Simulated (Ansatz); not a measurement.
# PtWS3: the cost of one run

Method: DFT PBE, scalar-relativistic, plane waves, PAW, in Ansatz 0.2.0.

2 further runs of the same task are left out: 1 that didn't finish, 1 set aside as unsound or not needed.

## 1. Starting point

The structure is hexagonal, space group P6_3/mmc (No. 194). The conventional cell has a = 6.012 Å, b = 6.012 Å, c = 6.810 Å, α = 90.00°, β = 90.00°, γ = 120.00°. Pt (site symmetry -6m2) has 2 Pt at 3.41 Å and 12 S at 3.45 Å and 3 W at 3.47 Å in its first shell of neighbours. Around W (site symmetry -6m2) lie 6 S at 2.43 Å. S (site symmetry 2/m) has 2 W at 2.43 Å and 4 Pt at 3.45 Å in its first shell of neighbours.

Coordinates:

```
CELL_PARAMETERS angstrom
6.01186 0.00000 0.00000
-3.00593 5.20643 0.00000
0.00000 0.00000 6.81041
ATOMIC_POSITIONS crystal
Pt 0.00000 0.00000 0.25000
Pt 0.00000 0.00000 0.75000
W 0.66667 0.33333 0.25000
W 0.33333 0.66667 0.75000
S 0.50000 0.00000 0.00000
S 0.00000 0.50000 0.00000
S 0.50000 0.50000 0.00000
S 0.00000 0.50000 0.50000
S 0.50000 0.00000 0.50000
S 0.50000 0.50000 0.50000
```

A structure generator made this guess: random cell by space group and Wyckoff sites (P6_3/mmc, No. 194). Lengths come from tabulated atomic sizes and are only a guess.

## 2. A first look at the guess

File input.yaml:

```yaml
crystal:
  lattice:
    - [6.01186281, 0.0, 0.0]
    - [-3.00593141, 5.20642592, 0.0]
    - [0.0, 0.0, 6.81041448]
  atoms:
    - { symbol: Pt, position: [0.0, 0.0, 0.25] }
    - { symbol: Pt, position: [0.0, 0.0, 0.75] }
    - { symbol: W, position: [0.66666667, 0.33333333, 0.25] }
    - { symbol: W, position: [0.33333333, 0.66666667, 0.75] }
    - { symbol: S, position: [0.5, 0.0, 0.0] }
    - { symbol: S, position: [0.0, 0.5, 0.0] }
    - { symbol: S, position: [0.5, 0.5, 0.0] }
    - { symbol: S, position: [0.0, 0.5, 0.5] }
    - { symbol: S, position: [0.5, 0.0, 0.5] }
    - { symbol: S, position: [0.5, 0.5, 0.5] }
basis:
  ecutwfc: 420
kpoints:
  mp_grid: { grid: [3, 3, 4] }
hamiltonian:
  xc: pbe
scf:
  occupations: { method: gaussian, width: 0.1 }
  lower_state_search: "off"
output:
  forces: true
  stress: true
  eigenvalues: true
```

Run with:

```sh
$ ansatz run input.yaml --threads 1 --pin off --max-ram 2560MiB --backend cpu --events-out ev --progress --plain --runs-dir out
```

Q: Estimate wall time and peak memory on 1 thread of Intel Xeon at 2.50GHz (Skylake/Cascade Lake), shared host.

About 14 s, with a peak of 0.52 GiB.
